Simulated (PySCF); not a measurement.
**A gas-phase reaction: BrCl2Ga + H2 → Cl2GaH + BrH**

Aim: the reaction energy of `[Cl][Ga]([Cl])[Br]` + `[H][H]` → `[Cl][GaH][Cl]` + `Br`.

Computed with PySCF 2.14.0; each step states its level. No surroundings beyond the atoms listed, unless a continuum is named. Atoms count from 0, parts from 1.

## 1. The system as given

Each species was relaxed by itself at PBE0-D3(BJ)/def2-SVPD.

## 2. Reaction energy: wB97M-D3(BJ)/def2-TZVPD

Job settings and geometry (Å):

```
{"job": {"kind": "react", "xc": "wB97M-D3(BJ)", "basis": "def2-TZVPD"}, "charge": 0, "multiplicity": 1}
-1 BrCl2Ga charge 0 multiplicity 1
Cl    -0.816420    -0.710030    -1.850080
Ga     0.010890     0.000200    -0.019380
Cl     1.976150     0.825640    -0.032280
Br    -1.167590    -0.122340     1.902130

-1 H2 charge 0 multiplicity 1
H      0.380150    -0.005870    -0.009060
H     -0.380150     0.005870     0.009060

+1 Cl2GaH charge 0 multiplicity 1
Cl     1.760800     0.907250    -0.511780
Ga    -0.158240     0.127450     0.053460
Cl    -0.322490    -2.010680    -0.052110
H     -1.327440     1.029930     0.499410

+1 BrH charge 0 multiplicity 1
Br     0.715000    -0.001380    -0.005210
H     -0.708710     0.004650     0.004900
```

Level: wB97M-D3(BJ)/def2-TZVPD reaction energy of separated species, gas phase.

Launch:

```
$ OMP_NUM_THREADS=1 python cluster_run.py task.json out
```

The driver reads the jobs from task.json and runs them one after another.

Log:

```text
species 1 (BrCl2Ga)
coarse grid: 27384 points
cycle   1  E = -5419.6333504197  dE = -1.191e+00  |g| = 8.396e-01  |ddm| = 1.916e+00
cycle   2  E = -5419.6307542173  dE =  2.596e-03  |g| = 9.939e-01  |ddm| = 1.117e+00
cycle   3  E = -5419.7388451407  dE = -1.081e-01  |g| = 5.658e-02  |ddm| = 5.348e-01
cycle   4  E = -5419.7393770832  dE = -5.319e-04  |g| = 1.725e-02  |ddm| = 5.868e-02
cycle   5  E = -5419.7394509647  dE = -7.388e-05  |g| = 4.114e-03  |ddm| = 1.815e-02
cycle   6  E = -5419.7394595496  dE = -8.585e-06  |g| = 8.417e-04  |ddm| = 8.650e-03
final grid: 49856 points
cycle   7  E = -5419.7393756667  dE = -3.981e-07  |g| = 5.664e-04  |ddm| = 2.391e-03
cycle   8  E = -5419.7393757220  dE = -5.534e-08  |g| = 5.043e-04  |ddm| = 9.477e-04
cycle   9  E = -5419.7393757654  dE = -4.340e-08  |g| = 9.973e-05  |ddm| = 3.426e-04
cycle  10  E = -5419.7393757681  dE = -2.701e-09  |g| = 4.361e-05  |ddm| = 1.019e-04
cycle  11  E = -5419.7393757692  dE = -1.090e-09  |g| = 6.678e-06  |ddm| = 8.744e-05
cycle  12  E = -5419.7393757692  dE = -2.183e-11  |g| = 1.937e-06  |ddm| = 1.136e-05
converged SCF energy = -5419.7393757692

species 2 (H2)
coarse grid: 4944 points
cycle   1  E = -1.1694183401  dE = -2.751e-01  |g| = 9.865e-03  |ddm| = 4.504e-01
cycle   2  E = -1.1694525851  dE = -3.425e-05  |g| = 1.161e-03  |ddm| = 9.676e-03
cycle   3  E = -1.1694532673  dE = -6.822e-07  |g| = 1.815e-04  |ddm| = 1.918e-03
final grid: 10744 points
cycle   4  E = -1.1694519242  dE = -2.406e-08  |g| = 4.113e-05  |ddm| = 3.870e-04
cycle   5  E = -1.1694519255  dE = -1.270e-09  |g| = 9.627e-06  |ddm| = 9.174e-05
cycle   6  E = -1.1694519256  dE = -7.526e-11  |g| = 3.020e-07  |ddm| = 2.872e-05
converged SCF energy = -1.1694519256

species 3 (Cl2GaH)
coarse grid: 22520 points
cycle   1  E = -2846.0246737548  dE = -3.700e-01  |g| = 7.655e-01  |ddm| = 1.539e+00
cycle   2  E = -2846.0319196516  dE = -7.246e-03  |g| = 9.038e-01  |ddm| = 9.941e-01
cycle   3  E = -2846.1150940353  dE = -8.317e-02  |g| = 4.372e-02  |ddm| = 4.741e-01
cycle   4  E = -2846.1156947999  dE = -6.008e-04  |g| = 1.983e-02  |ddm| = 6.906e-02
cycle   5  E = -2846.1157964689  dE = -1.017e-04  |g| = 4.137e-03  |ddm| = 2.060e-02
cycle   6  E = -2846.1158065075  dE = -1.004e-05  |g| = 5.885e-04  |ddm| = 1.004e-02
cycle   7  E = -2846.1158068509  dE = -3.435e-07  |g| = 1.678e-04  |ddm| = 1.508e-03
final grid: 42160 points
cycle   8  E = -2846.1157429440  dE = -4.843e-08  |g| = 1.356e-04  |ddm| = 8.390e-04
cycle   9  E = -2846.1157429476  dE = -3.620e-09  |g| = 1.195e-04  |ddm| = 1.775e-04
cycle  10  E = -2846.1157429492  dE = -1.632e-09  |g| = 2.603e-05  |ddm| = 6.668e-05
cycle  11  E = -2846.1157429494  dE = -2.233e-10  |g| = 8.893e-06  |ddm| = 3.048e-05
converged SCF energy = -2846.1157429494

species 4 (BrH)
coarse grid: 9808 points
cycle   1  E = -2574.7444814776  dE = -1.115e+00  |g| = 2.814e-01  |ddm| = 9.887e-01
cycle   2  E = -2574.7574487120  dE = -1.297e-02  |g| = 1.487e-01  |ddm| = 2.655e-01
cycle   3  E = -2574.7608845646  dE = -3.436e-03  |g| = 8.657e-03  |ddm| = 8.708e-02
cycle   4  E = -2574.7609219298  dE = -3.737e-05  |g| = 2.523e-03  |ddm| = 1.268e-02
cycle   5  E = -2574.7609263604  dE = -4.431e-06  |g| = 6.497e-04  |ddm| = 4.934e-03
final grid: 18448 points
cycle   6  E = -2574.7609110468  dE = -1.923e-07  |g| = 3.882e-04  |ddm| = 9.237e-04
cycle   7  E = -2574.7609110744  dE = -2.762e-08  |g| = 2.728e-04  |ddm| = 3.935e-04
cycle   8  E = -2574.7609110815  dE = -7.070e-09  |g| = 3.379e-05  |ddm| = 1.359e-04
cycle   9  E = -2574.7609110825  dE = -1.032e-09  |g| = 1.120e-05  |ddm| = 6.292e-05
cycle  10  E = -2574.7609110826  dE = -5.411e-11  |g| = 1.703e-06  |ddm| = 1.292e-05
converged SCF energy = -2574.7609110826

Reaction energy = 20.669 kcal/mol
```

It took 28 s on 1 thread of Arm Neoverse V1, shared host; peak memory 0.73 GiB.

Species by species (with the dispersion term, which the log's SCF energies lack):

```csv
ν,species,energy (Eh),HOMO (eV)
-1,[Cl][Ga]([Cl])[Br],-5419.74347,-11.35
-1,[H][H],-1.16967,-14.48
+1,[Cl][GaH][Cl],-2846.11872,-11.50
+1,Br,-2574.76148,-11.15
```

## 3. Energies of the species: PBE0-D3(BJ)/def2-TZVPD

The job, as its differences from that of step 2:

```diff
@@ -1,2 +1,2 @@
-{"job": {"kind": "react", "xc": "wB97M-D3(BJ)", "basis": "def2-TZVPD"}, "charge": 0, "multiplicity": 1}
+{"job": {"kind": "react", "xc": "PBE0", "basis": "def2-TZVPD", "disp": "d3bj"}, "charge": 0, "multiplicity": 1}
 -1 BrCl2Ga charge 0 multiplicity 1
```

With the program's defaults for keys left out, this is: PBE0-D3(BJ)/def2-TZVPD reaction energy of separated species, gas phase.

Log:

```text
species 1 (BrCl2Ga)
coarse grid: 27384 points
cycle   1  E = -5418.6595141416  dE = -1.169e+00  |g| = 8.950e-01  |ddm| = 1.997e+00
cycle   2  E = -5418.5341954301  dE =  1.253e-01  |g| = 1.321e+00  |ddm| = 1.400e+00
cycle   3  E = -5418.7587984009  dE = -2.246e-01  |g| = 9.061e-02  |ddm| = 8.801e-01
cycle   4  E = -5418.7597587701  dE = -9.604e-04  |g| = 3.045e-02  |ddm| = 6.981e-02
cycle   5  E = -5418.7599953033  dE = -2.365e-04  |g| = 6.718e-03  |ddm| = 3.428e-02
cycle   6  E = -5418.7600094612  dE = -1.416e-05  |g| = 1.288e-03  |ddm| = 7.928e-03
cycle   7  E = -5418.7600099352  dE = -4.740e-07  |g| = 5.177e-04  |ddm| = 1.704e-03
final grid: 49856 points
cycle   8  E = -5418.7599714564  dE = -4.758e-08  |g| = 6.074e-04  |ddm| = 1.794e-03
cycle   9  E = -5418.7599714295  dE =  2.691e-08  |g| = 7.043e-04  |ddm| = 1.032e-03
cycle  10  E = -5418.7599715209  dE = -9.140e-08  |g| = 2.292e-05  |ddm| = 5.751e-04
cycle  11  E = -5418.7599715210  dE = -6.912e-11  |g| = 8.768e-06  |ddm| = 1.924e-05
converged SCF energy = -5418.7599715210

species 2 (H2)
coarse grid: 1240 points
cycle   1  E = -1.1670615938  dE = -2.327e-01  |g| = 2.266e-02  |ddm| = 4.588e-01
cycle   2  E = -1.1672490271  dE = -1.874e-04  |g| = 3.233e-03  |ddm| = 1.896e-02
cycle   3  E = -1.1672534829  dE = -4.456e-06  |g| = 9.769e-05  |ddm| = 2.761e-03
final grid: 10744 points
cycle   4  E = -1.1681370611  dE = -1.929e-06  |g| = 2.740e-04  |ddm| = 1.571e-03
cycle   5  E = -1.1681370893  dE = -2.826e-08  |g| = 3.988e-05  |ddm| = 2.445e-04
cycle   6  E = -1.1681370899  dE = -6.314e-10  |g| = 1.262e-06  |ddm| = 3.103e-05
converged SCF energy = -1.1681370899

species 3 (Cl2GaH)
coarse grid: 22520 points
cycle   1  E = -2845.3469672227  dE = -3.305e-01  |g| = 8.261e-01  |ddm| = 1.628e+00
cycle   2  E = -2845.2476035126  dE =  9.936e-02  |g| = 1.220e+00  |ddm| = 1.260e+00
cycle   3  E = -2845.4344739065  dE = -1.869e-01  |g| = 4.536e-02  |ddm| = 7.643e-01
cycle   4  E = -2845.4346893856  dE = -2.155e-04  |g| = 2.503e-02  |ddm| = 4.077e-02
cycle   5  E = -2845.4348673729  dE = -1.780e-04  |g| = 3.145e-03  |ddm| = 2.313e-02
cycle   6  E = -2845.4348701132  dE = -2.740e-06  |g| = 1.018e-03  |ddm| = 3.738e-03
final grid: 42160 points
cycle   7  E = -2845.4348441308  dE = -6.688e-08  |g| = 9.476e-04  |ddm| = 1.665e-03
cycle   8  E = -2845.4348441563  dE = -2.555e-08  |g| = 8.956e-04  |ddm| = 1.471e-03
cycle   9  E = -2845.4348442879  dE = -1.316e-07  |g| = 7.286e-05  |ddm| = 7.113e-04
cycle  10  E = -2845.4348442885  dE = -6.494e-10  |g| = 3.050e-06  |ddm| = 3.562e-05
converged SCF energy = -2845.4348442885

species 4 (BrH)
coarse grid: 9808 points
cycle   1  E = -2574.4494533086  dE = -1.081e+00  |g| = 2.724e-01  |ddm| = 1.042e+00
cycle   2  E = -2574.4540915949  dE = -4.638e-03  |g| = 1.699e-01  |ddm| = 2.601e-01
cycle   3  E = -2574.4588661496  dE = -4.775e-03  |g| = 3.007e-02  |ddm| = 1.194e-01
cycle   4  E = -2574.4590976506  dE = -2.315e-04  |g| = 4.156e-03  |ddm| = 2.212e-02
cycle   5  E = -2574.4591016532  dE = -4.003e-06  |g| = 1.311e-03  |ddm| = 4.270e-03
final grid: 18448 points
cycle   6  E = -2574.4591027743  dE = -7.033e-08  |g| = 1.375e-03  |ddm| = 2.024e-03
cycle   7  E = -2574.4591027887  dE = -1.436e-08  |g| = 1.399e-03  |ddm| = 1.791e-03
cycle   8  E = -2574.4591030096  dE = -2.209e-07  |g| = 5.149e-05  |ddm| = 8.398e-04
cycle   9  E = -2574.4591030103  dE = -6.771e-10  |g| = 1.026e-05  |ddm| = 4.413e-05
converged SCF energy = -2574.4591030103

Reaction energy = 22.348 kcal/mol
```

Run time: 15 s. Hardware: 1 thread of Arm Neoverse V1, shared host; peak memory 0.66 GiB.

Reaction energy at this level: 22.35 kcal/mol.

## 4. Comparing the runs

Energies in kcal/mol, with wall time:

```csv
run,reaction,time
wB97M-D3(BJ)/def2-TZVPD,20.67,28 s
PBE0-D3(BJ)/def2-TZVPD,22.35,15 s
```

## 5. What came out

```
                                                quantity                    value
               reaction energy (wB97M-D3(BJ)/def2-TZVPD)           20.67 kcal/mol
                     ΔH, ΔG at 298 K (xTB thermal terms)    +20.7, +19.1 kcal/mol
range of the reaction energy over the runs of this table  20.67 to 22.35 kcal/mol
```

In words: The reaction is endothermic by 20.7 kcal/mol in the gas phase; dispersion gives +0.48, and xTB itself gave 25.66 for the electronic energy (xTB energies and thermal terms come from the earlier relaxation of each species, not shown). No barrier was sought. The reaction energy runs from 20.67 (wB97M-D3(BJ)/def2-TZVPD) to 22.35 kcal/mol (PBE0-D3(BJ)/def2-TZVPD).
